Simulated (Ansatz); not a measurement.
# Cu: the cost of one run

Program: Ansatz 0.2.0. Level of theory: DFT PBEsol, scalar-relativistic, plane waves, PAW. These are calculated values, not measurements.

1 further run of the same task is left out (set aside as unsound or not needed).

### 1 The structure to begin with

Symmetry: P6_3/mmc, No. 194, hexagonal system. Conventional cell: a = 2.520 Å, b = 2.520 Å, c = 8.235 Å, α = 90.00°, β = 90.00°, γ = 120.00°. Around Cu (site symmetry -3m) lie 12 Cu at 2.52 Å. Around Cu (site symmetry -6m2) lie 12 Cu at 2.52 Å.

Coordinates:

```cif
data_structure
_symmetry_space_group_name_H-M 'P 1'
_symmetry_Int_Tables_number 1
_cell_length_a 2.5198
_cell_length_b 2.5198
_cell_length_c 8.2353
_cell_angle_alpha 90.000
_cell_angle_beta 90.000
_cell_angle_gamma 120.000
_cell_volume 45.28
loop_
_atom_site_label
_atom_site_type_symbol
_atom_site_fract_x
_atom_site_fract_y
_atom_site_fract_z
_atom_site_occupancy
Cu1 Cu 0.00000 0.00000 0.00000 1
Cu2 Cu 0.33333 0.66667 0.25000 1
Cu3 Cu 0.00000 0.00000 0.50000 1
Cu4 Cu 0.66667 0.33333 0.75000 1
```

It goes back to an entry of the Materials Project, which need not be the stable form.

This cell was relaxed beforehand with the same method: volume 11.32 Å³/atom, gap on the mesh none (metal).

### 2 Target pressure -3 GPa

File input.yaml:

```yaml
crystal:
  lattice:
    - [2.5436801565, 0.0, 0.0]
    - [-1.2718400783, 2.2028916346, 0.0]
    - [0.0, 0.0, 8.313305504]
  atoms:
    - { symbol: Cu, position: [0.0, 0.0, 0.0] }
    - { symbol: Cu, position: [0.3333333333, 0.6666666667, 0.25] }
    - { symbol: Cu, position: [0.0, 0.0, 0.5] }
    - { symbol: Cu, position: [0.6666666667, 0.3333333333, 0.75] }
basis:
  ecutwfc: 420
kpoints:
  mp_grid: { grid: [18, 18, 6] }
hamiltonian:
  xc: pbesol
scf:
  occupations: { method: gaussian, width: 0.1 }
output:
  forces: true
  stress: true
  eigenvalues: true
relax:
  adjacent_minimum: "off"
  f_tol: 0.008
  max_steps: 50
  cell: { stress_tol: 0.08, p_target: -3.0 }
```

Launch:

```console
$ ansatz run input.yaml --threads 1 --pin off --max-ram 2560MiB --backend cpu --events-out ev --progress --plain --runs-dir out
```

What time and memory should one allow on 1 thread of Arm Neoverse V2, shared host?

About 65 s, with a peak of 0.49 GiB.
